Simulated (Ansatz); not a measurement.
# C₄H₁₂Ga₂O: vertical ionisation energy

One table from this session's results is given with a row withheld; the runs are named, their logs left out.

Method: unrestricted cation, the program's frozen cores in correlated methods; program: Ansatz 0.2.0, Gaussian basis.

The runs, in order: UKS PBE-D4/def2-TZVPP; UKS r2SCAN-D4/def2-TZVPP; UKS PBE0-D4/def2-TZVPP; UKS B3LYP-D4/def2-TZVPP; UKS wB97X-V/def2-TZVPP; UKS wB97M-V/def2-TZVPP; UKS B2PLYP/def2-TZVPP; UHF-CCSD(T)/def2-TZVPP; UHF-MP2/def2-QZVPP; extrapolation to the limit; then −ε(HOMO) from the neutral's earlier runs with LDA (SPW92), PBE-D4, revPBE-D4, BLYP-D4, r2SCAN-D4, B97M-V, PBE0-D4, B3LYP-D4, r2SCANh-D4, r2SCAN0-D4, HSE06-D4, BHLYP-D4, CAM-B3LYP-D4, LC-ωPBE, ωB97X-V, ωB97M-V.

## The relaxed structure

All runs share one geometry, relaxed beforehand with PBE0-D4 in a triple-zeta def2 set.

SMILES `[CH3][Ga]([CH3])[O][Ga]([CH3])[CH3]`, 19 atoms, charge 0, spin multiplicity 1.

Atoms are counted from 1 here; the program's logs count them from 0.

Bond lengths: C1–Ga2 1.963 Å, C1–H8 1.090 Å, C1–H9 1.093 Å, C1–H10 1.093 Å, Ga2–C3 1.971 Å, Ga2–O4 1.787 Å, C3–H11 1.091 Å, C3–H12 1.093 Å, C3–H13 1.093 Å, O4–Ga5 1.786 Å, Ga5–C6 1.963 Å, Ga5–C7 1.971 Å, C6–H14 1.090 Å, C6–H15 1.093 Å, C6–H16 1.093 Å, C7–H17 1.091 Å, C7–H18 1.093 Å, C7–H19 1.093 Å. Angles: Ga2–C1–H8 110.5°, Ga2–C1–H9 110.7°, Ga2–C1–H10 110.7°, H8–C1–H9 108.9°, H8–C1–H10 108.8°, H9–C1–H10 107.2°, C1–Ga2–C3 127.7°, C1–Ga2–O4 114.9°, C3–Ga2–O4 117.5°, Ga2–C3–H11 112.2°, Ga2–C3–H12 110.1°, Ga2–C3–H13 110.3°, H11–C3–H12 108.4°, H11–C3–H13 108.5°, H12–C3–H13 107.2°, Ga2–O4–Ga5 135.9°, O4–Ga5–C6 114.9°, O4–Ga5–C7 117.4° and more.

The first run:

File in.yaml:

```yaml
crystal:
  periodic: [false, false, false]
  atoms:
    - {symbol: C, position_ang: [-1.096315, -2.889603, -1.579964]}
    - {symbol: Ga, position_ang: [-0.263144, -1.156587, -1.185047]}
    - {symbol: C, position_ang: [1.001867, -0.144942, -2.308019]}
    - {symbol: O, position_ang: [-0.745094, -0.428501, 0.373555]}
    - {symbol: Ga, position_ang: [-0.160669, 0.914327, 1.396694]}
    - {symbol: C, position_ang: [-1.385170, 1.450804, 2.834085]}
    - {symbol: C, position_ang: [1.615376, 1.663282, 0.984771]}
    - {symbol: H, position_ang: [-1.764505, -3.185653, -0.770967]}
    - {symbol: H, position_ang: [-1.668010, -2.840835, -2.510313]}
    - {symbol: H, position_ang: [-0.334806, -3.663104, -1.709578]}
    - {symbol: H, position_ang: [1.155744, -0.615223, -3.280493]}
    - {symbol: H, position_ang: [1.969602, -0.067062, -1.805661]}
    - {symbol: H, position_ang: [0.637321, 0.872901, -2.467932]}
    - {symbol: H, position_ang: [-2.294168, 0.849518, 2.805966]}
    - {symbol: H, position_ang: [-1.655850, 2.505492, 2.738096]}
    - {symbol: H, position_ang: [-0.910748, 1.327193, 3.811074]}
    - {symbol: H, position_ang: [1.920732, 2.420575, 1.708564]}
    - {symbol: H, position_ang: [2.367325, 0.869946, 0.974667]}
    - {symbol: H, position_ang: [1.610532, 2.117471, -0.009489]}
basis:
  gaussian: {orbitals: def2-TZVPP}
total_charge: 1
magnetization: {spin_polarized: true, initial_magnetization: 1}
hamiltonian: {xc: pbe, dispersion: d4}
```

Run with:

```sh
$ ansatz run in.yaml --threads 5 --pin off --events-out ev --progress --plain --max-ram 66560MiB --backend cuda --devices 0, --max-vram 37GiB
```

Among the steps run: Cation, UKS PBE-D4/def2-TZVPP; Cation, UKS r2SCAN-D4/def2-TZVPP; Cation, UKS PBE0-D4/def2-TZVPP; Cation, UKS B3LYP-D4/def2-TZVPP; Cation, UKS wB97X-V/def2-TZVPP; Cation, UKS wB97M-V/def2-TZVPP; Cation, UKS B2PLYP (frozen core)/def2-TZVPP; Cation, UHF-CCSD(T)/def2-TZVPP; Cation, UHF-MP2/def2-QZVPP.

One table of the session follows, with a row left open; its other results are not shown here.

Orbital estimates, from the neutral's runs:

| functional | −ε(HOMO) (eV) |
| --- | --- |
| LDA (SPW92) | 5.89 |
| PBE-D4 | 5.70 |
| revPBE-D4 | 5.62 |
| BLYP-D4 | 5.57 |
| r2SCAN-D4 | 5.96 |
| B97M-V | 6.05 |
| PBE0-D4 | 7.01 |
| B3LYP-D4 | ? |
| r2SCANh-D4 | 6.46 |
| r2SCAN0-D4 | 7.20 |
| HSE06-D4 | 6.61 |
| BHLYP-D4 | 8.21 |
| CAM-B3LYP-D4 | 8.36 |
| LC-ωPBE | 9.67 |
| ωB97X-V | 9.34 |
| ωB97M-V | 9.25 |

**Question.** Estimate the row for B3LYP-D4.

Worked estimate for «−ε(HOMO) (eV)». Against the share of exact exchange, BLYP-D4 (0, 5.57), BHLYP-D4 (0.5, 8.21) give a slope of 5.28 per unit share; at 0.2 the line stands at 6.63.

The run gave: −ε(HOMO) (eV): 6.78. In «−ε(HOMO) (eV)» the line misses by -0.15.

Caveats from the session: The cation may have settled in a state other than its lowest; no search over hole states beyond the program's own was made.
